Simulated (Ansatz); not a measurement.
This script makes an equation of state with a fit of MgAl₃, space group I4/mmm with Ansatz 0.2.0, Python API.

`eos_mgal3.py`:
```python
"""Bulk modulus of MgAl3 from an E(V) curve."""

import warnings

import ansatz
import numpy as np

vectors0 = np.array([
    [-2.045471, 2.045471, 4.120383],
    [2.045471, -2.045471, 4.120383],
    [2.045471, 2.045471, -4.120383],
])
sites = [
    ("Mg", (0.0, 0.0, 0.0)),
    ("Al", (0.5, 0.5, 0.0)),
    ("Al", (0.25, 0.75, 0.5)),
    ("Al", (0.75, 0.25, 0.5)),
]


def crystal_on(cell):
    crystal = ansatz.Crystal(lattice=ansatz.Lattice.of(cell))
    for symbol, position in sites:
        crystal = crystal.atom(symbol, position)
    return crystal


def main() -> None:
    warnings.simplefilter("ignore", ansatz.DeckWarning)

    # uniform scaling of the cell
    volumes, energies = [], []
    for scale in np.linspace(0.92, 1.08, 7):
        cell = vectors0 * scale ** (1 / 3)
        model = (
            crystal_on(cell).calculation()
            .functional("r2scan")
            .pseudopotentials("paw")
            .basis(41 * ansatz.Ry)
            .occupations("methfessel_paxton")
            .kpoints(8, 8, 8)
        )
        report = model.run(threads=1).report
        volumes.append(abs(np.linalg.det(cell)) / len(sites))
        energies.append(report["free_energy_ev"] / len(sites))
        print(f"V = {volumes[-1]:8.4f} A^3/atom  F = {energies[-1]:.5f} eV/atom")

    # third-order Birch-Murnaghan: a cubic in V^(-2/3)
    x = np.array(volumes) ** (-2 / 3)
    poly = np.polynomial.Polynomial.fit(x, energies, 3).convert()
    roots = poly.deriv().roots()
    x0 = min((r.real for r in roots if abs(r.imag) < 1e-9 and poly.deriv(2)(r.real) > 0), key=lambda r: abs(r - x.mean()))
    v0 = x0 ** -1.5
    b0 = 4 / 9 * poly.deriv(2)(x0) * v0 ** (-7 / 3) * 160.21766
    b1 = 4 + 2 / 3 * x0 * poly.deriv(3)(x0) / poly.deriv(2)(x0)
    print(f"V0 = {v0:.4f} A^3/atom, B0 = {b0:.1f} GPa, dB/dP = {b1:.2f}")


if __name__ == "__main__":
    main()
```

From its runs, with one value withheld:

| V (Å³/atom) | F less the lowest row shown (meV/atom) |
| --- | --- |
| 15.860 | 33.54 |
| 16.320 | 15.01 |
| 16.780 | ? |
| 17.239 | 0.00 |
| 17.699 | 1.65 |
| 18.159 | 8.35 |
| 18.619 | 19.44 |

What is the missing energy at 16.780 Å³ an atom?

A third-order Birch-Murnaghan fit, E = E0 + (9 V0 B0 / 16) [(t - 1)³ B' + (t - 1)² (6 - 4t)] with t = (V0/V)^(2/3), through the 6 rows shown gives V0 = 17.329 Å³, B0 = 74.1 GPa, B' = 4.28 and E0 = -0.11 meV. At V = 16.780 Å³, t = 1.02172, and the fit interpolates to 4.16 meV. The run gave 4.16 meV, a miss of 0.00 meV.

What to keep in mind:
- Shape and fractional positions are held along the curve, so the bulk modulus is an upper value where they are free to relax.
- The mesh is modest for a metal, so energies can be off by several to tens of meV an atom and pressures by half a GPa or more; differences at equal mesh fare better.
- This cell is a computed structure, which may not be the phase found in nature.
- Finished in 45 s on 1 thread of Arm Neoverse V2 (shared host), peak memory 0.63 GiB.
